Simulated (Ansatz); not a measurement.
# C: an axial (c/a) deformation path

The task here is to estimate one member of a computed series from the others.

Computed with Ansatz 0.2.0 (DFT LDA, scalar-relativistic, plane waves, PAW, unless a step's input says otherwise).

## Starting point

The structure is hexagonal, space group P6/mmm (No. 191). Conventional cell: a = 2.456 Å, b = 2.456 Å, c = 8.524 Å, α = 90.00°, β = 90.00°, γ = 120.00°. C (site symmetry -6m2) has 3 C at 1.42 Å as nearest neighbours.

Coordinates:

```cif
data_structure
_symmetry_space_group_name_H-M 'P 1'
_symmetry_Int_Tables_number 1
_cell_length_a 2.4562
_cell_length_b 2.4562
_cell_length_c 8.5238
_cell_angle_alpha 90.000
_cell_angle_beta 90.000
_cell_angle_gamma 120.000
_cell_volume 44.53
loop_
_atom_site_label
_atom_site_type_symbol
_atom_site_fract_x
_atom_site_fract_y
_atom_site_fract_z
_atom_site_occupancy
C1 C 0.33333 0.66667 0.00000 1
C2 C 0.66667 0.33333 0.00000 1
```

It goes back to an entry of the Materials Project, which need not be the stable form.

The cell is taken as given, not relaxed at this level.

The first run:

At fixed volume and fractional coordinates, lengths along (0.000, 0.000, 1.000) are scaled against those across it; ρ is that ratio over its starting value.

The input, input.yaml:

```yaml
crystal:
  lattice:
    - [2.5928982582, 0.0, 0.0]
    - [-1.2964491291, 2.245515761, 0.0]
    - [0.0, 0.0, 7.6485546243]
  atoms:
    - { symbol: C, position: [0.3333333333, 0.6666666667, 0.0] }
    - { symbol: C, position: [0.6666666667, 0.3333333333, 0.0] }
basis:
  ecutwfc: 420
kpoints:
  mp_grid: { grid: [24, 24, 6] }
hamiltonian:
  xc: lda
scf:
  occupations: { method: gaussian, width: 0.15 }
output:
  forces: true
  stress: true
  eigenvalues: true
```

The run is started by

```bash
$ ansatz run input.yaml --threads 1 --pin off --max-ram 2560MiB --backend cpu --events-out ev --progress --plain --runs-dir out
```

Among the steps run: At ρ = 0.850; At ρ = 1.200; ρ = 0.920; ρ = 1.100; Point ρ = 0.960; At ρ = 1.050; Point ρ = 0.800; At ρ = 1.300.

One table of the session follows, with a row left open; its other results are not shown here.

It belongs to the step «The scan collected». The scan, with free energies counted from the undisturbed cell:

```
    ρ  ΔE (meV/atom)  pressure (GPa)
0.800          386.4           -22.0
0.850          220.5           -17.3
0.920              ?               ?
0.960           21.3            -5.9
1.000            0.0            -1.6
1.050            8.1             4.0
1.100           52.2             9.7
1.200          239.2            21.4
1.300          543.8            33.5
```

Estimate the missing values for ρ = 0.920.

Worked estimate for «ΔE (meV/atom)». A straight line through the neighbours (0.850, 220.5) and (0.960, 21.3) gives 220.5 + (21.3 − 220.5) × (0.920 − 0.850) / (0.960 − 0.850) = 93.7; a parabola fitted to 4 rows on both sides gives 67.9.

The run gave: ΔE (meV/atom): 69.0; pressure (GPa): -10.1. In «ΔE (meV/atom)» the line misses by +24.7 and the parabola by -1.1.
